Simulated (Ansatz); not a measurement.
# BClH2OSi: the cost of one run

The runs use Ansatz 0.2.0; RKS wB97X-V/def2-SVP.

**1. Starting geometry**

SMILES `Cl[SiH]1BO1`, 6 atoms, charge 0, spin multiplicity 1.

Atoms are counted from 1 here; the program's logs count them from 0.

Bond lengths: Cl1–Si2 2.073 Å, Si2–B3 1.922 Å, Si2–O4 1.813 Å, Si2–H5 1.495 Å, B3–O4 1.345 Å, B3–H6 1.210 Å. Angles: Cl1–Si2–B3 122.9°, Cl1–Si2–O4 111.1°, Cl1–Si2–H5 107.7°, B3–Si2–O4 42.1°, B3–Si2–H5 127.1°, O4–Si2–H5 108.0°, Si2–B3–O4 64.6°, Si2–B3–H6 162.5°, O4–B3–H6 132.9°, Si2–O4–B3 73.3°.

As a file:

```xyz
6
charge 0, multiplicity 1
Cl   -2.2134   -0.7777   -0.9608
Si   -0.4443    0.2394   -0.5939
B     0.5126    0.1062    1.0682
O     0.7912   -0.8496    0.1641
H     0.0946    0.7025   -1.9095
H     0.9004    0.3110    2.1957
```

This geometry comes from a loose relaxation at PBE in a small basis, which is not shown.

**3. The grid**

First coordinate, angle Cl1–Si2–O4: 15 values from 87.5 to 137.5 °. Second coordinate, angle H6–B3–O4: 15 values from 97 to 167 °.

Nothing else is relaxed (all other coordinates rigid). Energies count from the relaxed molecule at the same level.

(The set-up runs are not shown.)

**4. Grid point angle Cl1–Si2–O4 = 94.6°, angle H6–B3–O4 = 147°**

Contents of input.yaml:

```yaml
crystal:
  periodic: [false, false, false]
  atoms:
    - { symbol: Cl, position_ang: [-1.874793, -1.24527, -0.686165] }
    - { symbol: Si, position_ang: [-0.416521, 0.199482, -0.598247] }
    - { symbol: B, position_ang: [0.49944, 0.115809, 1.062646] }
    - { symbol: O, position_ang: [0.7767, -0.850275, 0.165694] }
    - { symbol: H, position_ang: [0.080363, 0.716458, -1.891478] }
    - { symbol: H, position_ang: [0.704634, 0.561556, 2.159465] }
basis:
  gaussian: { orbitals: def2-SVP }
hamiltonian:
  xc: { name: wB97X-V }
output:
  forces: true
```

Command:

```bash
$ ansatz run input.yaml --threads 1 --pin off --max-ram 2560MiB --backend cpu --events-out ev --progress --plain --runs-dir out
```

What time and memory should one allow on 1 thread of Intel Xeon 6975P-C (Granite Rapids), shared host?

About 4 s, with a peak of 0.2 GiB.
